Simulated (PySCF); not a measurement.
# [Ta3S]+: relaxation and vibrations of the singlet

The task is one start of a wider search on [Ta3S]+: the singlet, built as T-shaped. It is relaxed, tested by its Hessian and followed downhill if it is a saddle.

Computed with PySCF 2.14.0. Level: PBE0, basis S def2-SVP, Ta def2-SVP with ECP60, scalar-relativistic core potentials, no spin–orbit coupling, density fitting.

## Step 1: The system as given

4 atoms, charge 1, spin multiplicity 1.

Bond lengths: S1–Ta2 2.440 Å, S1–Ta3 2.440 Å, S1–Ta4 2.440 Å, Ta2–Ta3 3.390 Å, Ta2–Ta4 3.390 Å. Angles: Ta2–S1–Ta3 88.0°, Ta2–S1–Ta4 88.0°, Ta3–S1–Ta4 176.0°, S1–Ta2–Ta3 46.0°, S1–Ta2–Ta4 46.0°, Ta3–Ta2–Ta4 92.0°, S1–Ta3–Ta2 46.0°, S1–Ta4–Ta2 46.0°.

```xyz
4
charge 1 multiplicity 1
S     0.0000    0.0000   -0.8218
Ta    0.0000    0.0000    1.6184
Ta    2.4387    0.0000   -0.7366
Ta   -2.4387    0.0000   -0.7366
```

## Step 2: T-shaped start, singlet: relaxation

The steps below are one call of a driver around PySCF. For each, scf.py gives the equivalent set-up of the SCF; relaxations use the driver's own optimiser. Before each start the driver seeks the lowest SCF state from one or more starting densities and follows internal instabilities, so scf.py alone need not reach the same state.

The program finds C2v symmetry in the start, which this walk keeps.

File scf.py:

```python
from pyscf import gto, scf, dft
mol = gto.M(atom='''
S      0.000000     0.000000    -0.821798
Ta     0.000000     0.000000     1.618402
Ta     2.438700    -0.000000    -0.736598
Ta    -2.438700     0.000000    -0.736598''',
    basis={'S': 'def2-SVP', 'Ta': 'def2-SVP'},
    ecp={'Ta': 'def2-SVP'},
    charge=1, spin=0)
mf = dft.RKS(mol, xc='PBE0')
mf.grids.atom_grid = (50, 194)
aux = {'S': 'def2-universal-JKFIT', 'Ta': 'def2-universal-JKFIT'}
mf = mf.density_fit(auxbasis=aux)
mf.kernel()
```

The optimiser's trace:

```
step  energy (Eh)  change (kJ/mol)  largest symmetric gradient (Eh/bohr)
   0  -568.258136             0.00                               0.07274
   1  -568.286548           -74.60                               0.06106
   2  -568.333065          -196.72                               0.06041
   3  -568.356036          -257.04                               0.07623
   4  -568.404145          -383.35                               0.08888
   5  -568.434601          -463.31                               0.02175
   6  -568.435497          -465.66                               0.00813
   7  -568.436206          -467.52                               0.00612
   8  -568.436450          -468.16                               0.00355
   9  -568.436533          -468.38                               0.00095
  10  -568.436535          -468.39                               0.00006
```

The walk ran for 50 s (4 threads, shared host).

End point (C2v, 10 steps, 468.4 kJ/mol gained): S–Ta 2.328 Å, S–Ta 2.449 Å (×2), Ta–Ta 2.403 Å (×2); S–Ta–Ta 57.3° (×2), S–Ta–Ta 62.3° (×2), Ta–S–Ta 60.3° (×2), Ta–S–Ta 120.7°, Ta–Ta–Ta 124.6°.

## Step 3: Frequencies

On the finer grid the gradient is checked again; gradients at displacements of ±0.01 bohr then give force constants and infrared intensities.

scf.py, as its differences from that of step 2:

```diff
@@ -3,4 +3,4 @@
-S      0.000000     0.000000    -0.821798
-Ta     0.000000     0.000000     1.618402
-Ta     2.438700    -0.000000    -0.736598
-Ta    -2.438700     0.000000    -0.736598''',
+S     -0.000000    -0.000000    -1.495479
+Ta     0.000000     0.000000     0.833131
+Ta     2.127342    -0.000000    -0.284472
+Ta    -2.127342     0.000000    -0.284472''',
@@ -11 +11 @@
-mf.grids.atom_grid = (50, 194)
+mf.grids.atom_grid = (75, 302)
```

This SCF starts from the last density.

SCF at the final geometry:

```text
init E= -568.436784991908
  HOMO = -0.319997123195794  LUMO = -0.286159130694109  gap/eV = 0.92078
cycle= 1 E= -568.436785002061  delta_E= -1.02e-08  |g|= 4.45e-05  |ddm|= 0.000664
  HOMO = -0.319998540406705  LUMO = -0.286159054584371  gap/eV = 0.92082
cycle= 2 E= -568.436785019405  delta_E= -1.73e-08  |g|= 0.000139  |ddm|= 0.000972
  HOMO = -0.319997450047878  LUMO = -0.286159149737303  gap/eV = 0.92079
cycle= 3 E= -568.436785029797  delta_E= -1.04e-08  |g|= 5.61e-05  |ddm|= 0.000245
  HOMO = -0.319997182598524  LUMO = -0.286158479617709  gap/eV = 0.92080
cycle= 4 E= -568.436784982882  delta_E= 4.69e-08  |g|= 4.85e-05  |ddm|= 0.00288
  HOMO = -0.319997211724293  LUMO = -0.286158703609926  gap/eV = 0.92079
cycle= 5 E= -568.436784982598  delta_E= 2.84e-10  |g|= 4.06e-05  |ddm|= 0.000257
  HOMO = -0.319997302939994  LUMO = -0.286159057311118  gap/eV = 0.92079
cycle= 6 E= -568.436784983039  delta_E= -4.41e-10  |g|= 4.9e-06  |ddm|= 0.000108
  HOMO = -0.319997414856877  LUMO = -0.286159334476896  gap/eV = 0.92078
cycle= 7 E= -568.436784983092  delta_E= -5.34e-11  |g|= 3.05e-06  |ddm|= 6.56e-05
  HOMO = -0.319997178851857  LUMO = -0.286159215594734  gap/eV = 0.92078
Extra cycle  E= -568.436784983122  delta_E= -2.91e-11  |g|= 6.28e-06  |ddm|= 7.02e-05
converged SCF energy = -568.436784983122
```

The whole step took 69 s.

Geometry: C2v; S–Ta 2.329 Å, S–Ta 2.448 Å (×2), Ta–Ta 2.403 Å (×2); S–Ta–Ta 57.4° (×2), S–Ta–Ta 62.3° (×2), Ta–S–Ta 60.3° (×2), Ta–S–Ta 120.7°, Ta–Ta–Ta 124.6°.

Harmonic modes (main isotopes):

```tsv
symmetry	ω (cm⁻¹)	IR (km/mol)	μ (u)
b1	63	0.0	46.06
a1	130	0.1	171.50
b2	131	0.1	160.25
a1	186	0.1	148.16
b2	265	16.7	35.53
a1	429	11.6	35.31
```

No imaginary mode, so this is a minimum.

Constants and moments:

```yaml
Dipole_moment_about_the_centre_of_mass: 0.69 D
Highest_occupied_level: -8.71 eV
Lowest_empty_level: -7.79 eV
Rotational_constants: 0.07446, 0.01029, 0.009043 cm⁻¹
Zero-point_energy: 7.2 kJ/mol
Principal_polarisabilities: 135.6, 140.2, 279.0 bohr³
Principal_traceless_quadrupole_moments_about_the_centre_of_mass: -23.15, -10.15, 33.30 D Å
Entropy_at_298.15_K_and_1_bar: 378.2 J/(mol K)
Heat_capacity_Cp_at_298.15_K: 78.5 J/(mol K)
Enthalpy_at_298.15_K_above_0_K: 19.09 kJ/mol
Rotational_symmetry_number: 2
```

Populations by atom (charges in e):

```json
{"atom": "S1", "Mulliken": "-0.23", "Löwdin": "0.66", "polar tensor": "0.07", "Mayer order to S1": "–"}
{"atom": "Ta2", "Mulliken": "0.15", "Löwdin": "-0.27", "polar tensor": "0.44", "Mayer order to S1": "0.98"}
{"atom": "Ta3,4", "Mulliken": "0.54", "Löwdin": "0.31", "polar tensor": "0.25", "Mayer order to S1": "0.83"}
```

Mulliken populations on S1: s 5.92, p 10.22, d 0.09.

## Step 4: Would spin polarisation lower it?

At the lowest minimum the closed shell is tested against spin polarisation, on the (50, 194) grid. It is unstable: an open-shell solution lies lower. That solution was not followed to a minimum here.

## Step 5: What came out

| quantity | value |
| --- | --- |
| minimum | singlet, C2v (closed shell, unstable towards spin polarisation) |
| geometry | S–Ta 2.329 Å, S–Ta 2.448 Å (×2), Ta–Ta 2.403 Å (×2); S–Ta–Ta 57.4° (×2), S–Ta–Ta 62.3° (×2), Ta–S–Ta 60.3° (×2), Ta–S–Ta 120.7°, Ta–Ta–Ta 124.6° |
| wavenumbers (cm⁻¹) | 63 (b1), 130 (a1), 131 (b2), 186 (a1), 265 (b2), 429 (a1) |
| dipole moment (centre of mass) | 0.69 D |
| highest occupied, lowest empty level | -8.71, -7.79 eV |
| polar-tensor charge of S1 | +0.07 e |
| zero-point energy | 7.2 kJ/mol |

The T-shaped start keeps its C2v symmetry and ends in a minimum. In the infrared the band at 265 cm⁻¹ (b2) leads. Only this shape and spin were tried, so other structures or states may lie lower. Take wavenumbers under 90 cm⁻¹ as rough. The small gap makes a closed-shell description doubtful. A stability analysis at the minimum finds the closed shell unstable towards spin polarisation: an open-shell solution lies lower, and these values are not those of the lowest state. Spin–orbit coupling, left out here, can matter for elements this heavy.

The search up to here took 2.3 min.
